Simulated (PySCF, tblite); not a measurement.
# C6H6BFO2: geometry, infrared bands and NMR shifts

Aim: predict the infrared bands and NMR shifts of C6H6BFO2 (`C=C(F)C(=C)C#CB(O)O`).

Programs: tblite 0.8.0 and PySCF 2.14.0, with density-fitted response routines of our own. Each step states its level of theory. These are calculated values for one molecule in the gas phase, unless marked as measured. Atoms count from 0, in the outputs and in this text.

## Step 1: The starting structure

16 atoms, charge 0, multiplicity 1; geometry from: force field or distance geometry start.

Bonds of the start (Å): C0–C1 1.35, C1–F2 1.34, C1–C3 1.49, C3–C4 1.32, C3–C5 1.44, C5–C6 1.21, C6–B7 1.54, B7–O8 1.46, B7–O9 1.45, C0–H10 1.08, C0–H11 1.07, C4–H12 1.09, C4–H13 1.08, O8–H14 0.98, O9–H15 0.99.

## Step 2: Optimising the geometry with GFN2-xTB

Job settings and geometry (Å):

```
{"job": {"kind": "relax", "xc": "GFN2-xTB", "basis": "xTB"}, "charge": 0, "multiplicity": 1}
C     -0.472300    -2.540500    -0.387300
C     -1.366600    -1.714200    -0.974200
F     -2.364900    -2.277600    -1.676600
C     -1.272800    -0.232300    -0.860900
C     -2.178600     0.536800    -1.441700
C     -0.215800     0.389200    -0.103200
C      0.675900     0.916900     0.523100
B      1.810300     1.582900     1.329800
O      2.638600     0.773500     2.222400
O      2.024100     3.015800     1.218700
H     -0.590700    -3.610900    -0.498000
H      0.346800    -2.169600     0.199900
H     -2.125600     1.619600    -1.363100
H     -2.988200     0.116600    -2.026900
H      3.391300     0.488500     1.662800
H      2.680700     3.114300     0.489900
```

Started as:

```console
$ OMP_NUM_THREADS=1 python probes_run.py task.json out
```

The driver reads the jobs from task.json and runs them one after another.

What it wrote:

```text
step      E/eV     max force
  0    -814.22370    2.556
  1    -814.44029    1.613
  2    -814.55084    1.885
  3    -814.57583    1.839
  4    -814.62782    0.647
  5    -814.66216    0.536
  6    -814.69528    0.777
  7    -814.73045    0.804
  8    -814.77915    0.699
  9    -814.84191    1.373
 10    -814.93225    1.669
 11    -815.06395    1.424
 12    -815.15272    1.259
 13    -814.95000    3.511
 14    -815.25318    0.922
 15    -815.28191    0.504
 16    -815.32030    0.483
 17    -815.37667    0.465
 18    -815.40885    0.418
 19    -815.45731    0.469
 20    -815.49471    0.400
 21    -815.52255    0.364
 22    -815.54523    0.460
 23    -815.55581    0.543
 24    -815.57145    0.241
 25    -815.57594    0.121
 26    -815.57938    0.113
 27    -815.58128    0.130
 28    -815.58347    0.130
 29    -815.58574    0.153
 30    -815.58838    0.148
 31    -815.59062    0.114
 32    -815.59284    0.141
 33    -815.59524    0.145
 34    -815.59778    0.171
 35    -815.60017    0.157
 36    -815.60264    0.154
 37    -815.60563    0.153
 38    -815.60883    0.124
 39    -815.61117    0.126
 40    -815.61248    0.093
 41    -815.61351    0.089
 42    -815.61504    0.144
 43    -815.61730    0.194
 44    -815.61953    0.166
 45    -815.62082    0.087
 46    -815.62147    0.077
 47    -815.62215    0.110
 48    -815.62296    0.144
 49    -815.62367    0.112
 50    -815.62415    0.049
 51    -815.62451    0.050
 52    -815.62498    0.084
 53    -815.62554    0.090
 54    -815.62609    0.064
 55    -815.62641    0.053
 56    -815.62661    0.034
 57    -815.62678    0.042
 58    -815.62696    0.040
 59    -815.62713    0.037
 60    -815.62727    0.034
 61    -815.62741    0.038
 62    -815.62752    0.032
 63    -815.62760    0.019
 64    -815.62765    0.020
 65    -815.62770    0.018
 66    -815.62774    0.017
 67    -815.62777    0.013
 68    -815.62779    0.013
 69    -815.62781    0.013
 70    -815.62783    0.016
 71    -815.62787    0.018
 72    -815.62791    0.016
 73    -815.62795    0.015
 74    -815.62797    0.011
 75    -815.62800    0.014
 76    -815.62802    0.012
 77    -815.62804    0.012
 78    -815.62806    0.010
 79    -815.62808    0.012
 80    -815.62810    0.012
 81    -815.62813    0.016
 82    -815.62818    0.019
 83    -815.62824    0.022
 84    -815.62832    0.029
 85    -815.62842    0.029
 86    -815.62851    0.021
 87    -815.62856    0.012
 88    -815.62858    0.007
```

It took 0.63 s on 1 thread of Arm Neoverse V1, shared host.

Relaxation path: (not every step is listed)

| step | energy from step 0 (eV) | largest force (eV/Å) |
| --- | --- | --- |
| 0 | 0.0000 | 2.5563 |
| 1 | -0.2166 | 1.6132 |
| 2 | -0.3271 | 1.8847 |
| 3 | -0.3521 | 1.8391 |
| 4 | -0.4041 | 0.6467 |
| 5 | -0.4385 | 0.5356 |
| 6 | -0.4716 | 0.7774 |
| 7 | -0.5068 | 0.8044 |
| 8 | -0.5554 | 0.6993 |
| 15 | -1.0582 | 0.5045 |
| 22 | -1.3215 | 0.4598 |
| 29 | -1.3620 | 0.1534 |
| 36 | -1.3789 | 0.1538 |
| 43 | -1.3936 | 0.1945 |
| 50 | -1.4004 | 0.0489 |
| 57 | -1.4031 | 0.0425 |
| 64 | -1.4040 | 0.0203 |
| 71 | -1.4042 | 0.0175 |
| 78 | -1.4044 | 0.0103 |
| 83 | -1.4045 | 0.0218 |
| 84 | -1.4046 | 0.0292 |
| 85 | -1.4047 | 0.0292 |
| 86 | -1.4048 | 0.0212 |
| 87 | -1.4049 | 0.0122 |
| 88 | -1.4049 | 0.0075 |

Distances of close pairs at the start and the end, largest changes first:

```csv
bond,before (Å),after (Å),change (Å)
B7–O8,1.462,1.357,-0.105
B7–O9,1.453,1.355,-0.098
O9–H15,0.986,0.957,-0.028
C1–C3,1.489,1.463,-0.026
C0–C1,1.352,1.326,-0.026
O8–H14,0.980,0.957,-0.023
C3–C5,1.441,1.419,-0.023
C3–C4,1.323,1.339,+0.017
```

The next job starts from the end point, and lists it.

## Step 3: Harmonic vibrations with GFN2-xTB

Job settings and geometry (Å):

```
{"job": {"kind": "ir", "xc": "GFN2-xTB", "basis": "xTB"}, "charge": 0, "multiplicity": 1}
C     -0.498816    -2.533976    -0.374525
C     -1.381878    -1.709129    -0.920526
F     -2.448053    -2.225716    -1.579047
C     -1.340596    -0.246632    -0.898228
C     -2.291708     0.507806    -1.463689
C     -0.227771     0.338609    -0.240818
C      0.712658     0.854594     0.314258
B      1.918986     1.472819     1.021824
O      2.706459     0.641635     1.750124
O      2.132140     2.803518     0.878559
H     -0.618186    -3.600034    -0.447210
H      0.351658    -2.146214     0.153476
H     -2.238739     1.581780    -1.437427
H     -3.137874     0.063128    -1.959062
H      3.460730     1.031276     2.192649
H      2.893389     3.175479     1.324415
```

What it wrote:

```text
mode    cm-1     km/mol
  1      15.4      0.00
  2      50.6      0.67
  3      52.8      1.43
  4     104.2     12.50
  5     136.9      6.07
  6     243.6      5.28
  7     249.3      2.04
  8     300.8      2.76
  9     380.8      0.29
 10     385.7      1.79
 11     445.5      0.94
 12     455.3     39.14
 13     503.6      2.19
 14     517.6      0.05
 15     540.6     11.35
 16     589.6    395.08
 17     637.2      0.76
 18     650.6     13.44
 19     697.8      3.98
 20     731.5      0.11
 21     814.5      8.12
 22     875.3     50.49
 23     888.8     12.81
 24     914.6    263.72
 25     925.0     21.91
 26     936.6     86.86
 27     977.5      7.10
 28    1131.4     48.40
 29    1242.1    498.09
 30    1257.4    375.81
 31    1331.5     45.90
 32    1367.7      7.05
 33    1393.1     16.60
 34    1627.2      3.99
 35    1677.7     38.10
 36    2309.5     75.97
 37    3115.1      1.83
 38    3131.2      1.54
 39    3150.0     16.32
 40    3175.5     10.43
 41    3613.1      1.68
 42    3616.7      7.43
```

It took 0.58 s on 1 thread of Arm Neoverse V1, shared host.

Which atoms move in the most intense modes:

| cm⁻¹ | km/mol | atoms |
| --- | --- | --- |
| 590 | 395.1 | B7 29 %, H15 25 %, H14 24 %, O9 11 % |
| 875 | 50.5 | H10 38 %, H11 33 %, C0 21 % |
| 915 | 263.7 | H15 46 %, H14 44 % |
| 937 | 86.9 | O8 22 %, O9 21 %, H14 12 %, H15 10 % |
| 1131 | 48.4 | C1 30 %, C3 16 % |
| 1242 | 498.1 | B7 72 %, O8 15 %, O9 12 % |
| 1257 | 375.8 | B7 38 %, C1 20 %, C3 11 % |
| 2310 | 76.0 | C5 52 %, C6 47 % |

## Step 4: Shielding tensors: PBE0/pcSseg-1

The job, as its differences from that of step 3:

```diff
@@ -1,2 +1,2 @@
-{"job": {"kind": "ir", "xc": "GFN2-xTB", "basis": "xTB"}, "charge": 0, "multiplicity": 1}
+{"job": {"kind": "nmr", "xc": "PBE0", "basis": "pcSseg-1"}, "charge": 0, "multiplicity": 1}
 C     -0.498816    -2.533976    -0.374525
```

Level: GIAO PBE0/pcSseg-1 NMR shielding, non-relativistic, gas phase.

What it wrote:

```text
coarse grid: 14584 points
cycle   1  E = -506.5190144490  dE =  1.643e+00  |g| = 9.912e-01  |ddm| = 4.261e+00
cycle   2  E = -506.3471794960  dE =  1.718e-01  |g| = 1.382e+00  |ddm| = 1.828e+00
cycle   3  E = -506.6866832285  dE = -3.395e-01  |g| = 2.275e-01  |ddm| = 1.238e+00
cycle   4  E = -506.6981784914  dE = -1.150e-02  |g| = 1.028e-01  |ddm| = 2.603e-01
cycle   5  E = -506.7006114457  dE = -2.433e-03  |g| = 2.117e-02  |ddm| = 7.730e-02
cycle   6  E = -506.7007151707  dE = -1.037e-04  |g| = 6.793e-03  |ddm| = 2.824e-02
cycle   7  E = -506.7007250148  dE = -9.844e-06  |g| = 2.132e-03  |ddm| = 6.596e-03
final grid: 144712 points
cycle   8  E = -506.7859759218  dE = -4.605e-05  |g| = 8.505e-03  |ddm| = 7.030e-02
cycle   9  E = -506.7859628849  dE =  1.304e-05  |g| = 1.196e-02  |ddm| = 1.969e-02
cycle  10  E = -506.7859913917  dE = -2.851e-05  |g| = 1.584e-03  |ddm| = 1.121e-02
cycle  11  E = -506.7859918616  dE = -4.699e-07  |g| = 6.488e-04  |ddm| = 1.459e-03
cycle  12  E = -506.7859919533  dE = -9.168e-08  |g| = 2.102e-04  |ddm| = 5.963e-04
cycle  13  E = -506.7859919636  dE = -1.026e-08  |g| = 6.683e-05  |ddm| = 1.925e-04
cycle  14  E = -506.7859919647  dE = -1.079e-09  |g| = 1.272e-05  |ddm| = 6.950e-05
cycle  15  E = -506.7859919647  dE = -3.251e-11  |g| = 4.710e-06  |ddm| = 1.753e-05
converged SCF energy = -506.7859919647

GIAO shielding tensors (ppm)
atom      isotropic    diamagn.    paramagn.     s11        s22        s33       span
  0 C       84.192     261.646    -177.455     -7.935     95.518    164.991    172.926
  1 C       14.381     252.284    -237.903    -88.725     58.555     73.312    162.037
  2 F      289.152     474.911    -185.758    188.808    298.556    380.093    191.285
  3 C       57.034     264.277    -207.243    -48.812     74.730    145.184    193.995
  4 C       51.896     248.280    -196.384    -64.795     51.575    168.907    233.702
  5 C       86.047     255.018    -168.971    -10.070     -5.714    273.925    283.995
  6 C       86.142     264.311    -178.168      8.819     27.516    222.093    213.274
  7 B       81.893     196.223    -114.329     65.973     83.836     95.871     29.897
  8 O      210.940     386.469    -175.528    117.643    254.288    260.891    143.248
  9 O      211.285     383.698    -172.413    117.420    253.546    262.889    145.469
 10 H       26.441      27.600      -1.159     24.670     24.774     29.880      5.210
 11 H       26.068      34.273      -8.205     23.091     25.408     29.705      6.614
 12 H       25.534      31.177      -5.643     22.146     24.475     29.980      7.833
 13 H       25.347      29.334      -3.987     22.356     23.860     29.826      7.471
 14 H       28.237      29.720      -1.483     22.742     23.751     38.218     15.476
 15 H       28.194      29.048      -0.854     22.709     23.744     38.128     15.420
```

Run time: 38 s. Hardware: 1 thread of Arm Neoverse V1, shared host; peak memory 0.87 GiB.

Shifts follow as δ = σ(reference) − σ, with reference shieldings (ppm) from runs at the same level and on the same kind of geometry: 1H TMS 31.72, 13C TMS 186.9, 19F CFCl3 170.9, 17O H2O 336.1, 11B BF3·OEt2 100.1. The references are single molecules in the gas phase, so shifts against H2O, NH3, PH3, H3PO4 or CFCl3 are not on the usual liquid scales and can be off by tens of ppm. Atoms listed in one row are averaged.

| atoms | environment | σ (ppm) | δ (ppm) | δ scaled to CDCl3 |
| --- | --- | --- | --- | --- |
| C1 | fully substituted alkene carbon | 14.4 | 172.5 | 166.5 |
| C4 | terminal =CH2 carbon | 51.9 | 135.0 | 129.9 |
| C3 | fully substituted alkene carbon | 57.0 | 129.9 | 124.9 |
| C0 | terminal =CH2 carbon | 84.2 | 102.7 | 98.4 |
| C5 | alkyne carbon | 86.0 | 100.9 | 96.5 |
| C6 | alkyne carbon | 86.1 | 100.8 | 96.4 |
| H13 | hydrogen on a terminal =CH2 carbon | 25.35 | 6.37 | 6.11 |
| H12 | hydrogen on a terminal =CH2 carbon | 25.53 | 6.18 | 5.93 |
| H11 | hydrogen on a terminal =CH2 carbon | 26.07 | 5.65 | 5.43 |
| H10 | hydrogen on a terminal =CH2 carbon | 26.44 | 5.28 | 5.08 |
| H14, H15 | hydrogen on an oxygen bonded to B | 28.22 | 3.50 | – |
| F2 | vinylic fluorine | 289.2 | -118.2 | – |
| B7 | boron bonded to C, 2 O | 81.9 | 18.2 | – |
| O8, O9 | oxygen bonded to B, H | 211.1 | 125.0 | – |

The scaled column applies a straight-line fit of computed shieldings to shifts measured in CDCl3, and one for carbons that bear F (root-mean-square error 0.16 ppm for H, 1.9 ppm for C).

Charges from the same density, by scheme (e):

| atoms | Mulliken | IAO | Hirshfeld | ESP fit |
| --- | --- | --- | --- | --- |
| C0 | -0.18 | -0.36 | -0.12 | -0.59 |
| C1 | 0.28 | 0.29 | 0.09 | 0.30 |
| F2 | -0.29 | -0.28 | -0.08 | -0.18 |
| C3 | -0.64 | -0.03 | 0.00 | 0.13 |
| C4 | 0.01 | -0.27 | -0.07 | -0.41 |
| C5 | 0.28 | -0.01 | -0.02 | -0.10 |
| C6 | -0.14 | -0.17 | -0.12 | -0.22 |
| B7 | 0.46 | 0.49 | 0.25 | 0.70 |
| O8, O9 | -0.40 | -0.54 | -0.25 | -0.68 |

Mayer bond orders: C0–C1 1.93, C1–F2 0.93, C1–C3 1.06, C3–C4 1.93, C3–C5 0.93, C5–C6 2.40, C6–B7 0.96, B7–O8 1.26, B7–O9 1.28.

## Step 5: Results

```
                                                               quantity                                         value
                              strongest single infrared mode (GFN2-xTB)                         1242 cm⁻¹, 498 km/mol
                                           zero-point energy (GFN2-xTB)                                 67.4 kcal/mol
                                 13C shifts against TMS (PBE0/pcSseg-1)  172.5, 135.0, 129.9, 102.7, 100.9, 100.8 ppm
 1H shifts against TMS (PBE0/pcSseg-1, means over atoms taken as alike)              6.37, 6.18, 5.65, 5.28, 3.50 ppm
                               19F shifts against CFCl3 (PBE0/pcSseg-1)                                    -118.2 ppm
                            11B shifts against BF3·OEt2 (PBE0/pcSseg-1)                                      18.2 ppm
17O shifts against H2O (PBE0/pcSseg-1, means over atoms taken as alike)                                     125.0 ppm
```

What this shows: Relaxing lowered the energy by 1.405 eV in 88 steps; the close pair that moved most is B7–O8, from 1.462 to 1.357 Å. All 42 modes are real, so the xTB geometry is a minimum. The strongest single mode, at 1242 cm⁻¹, moves mainly B7. Unscaled tight-binding wavenumbers are off by several per cent, some by more. Its intensities can rank the bands wrongly. At PBE0/pcSseg-1: The widest tensor belongs to C5: span 284 ppm, with a paramagnetic part of -169 ppm.
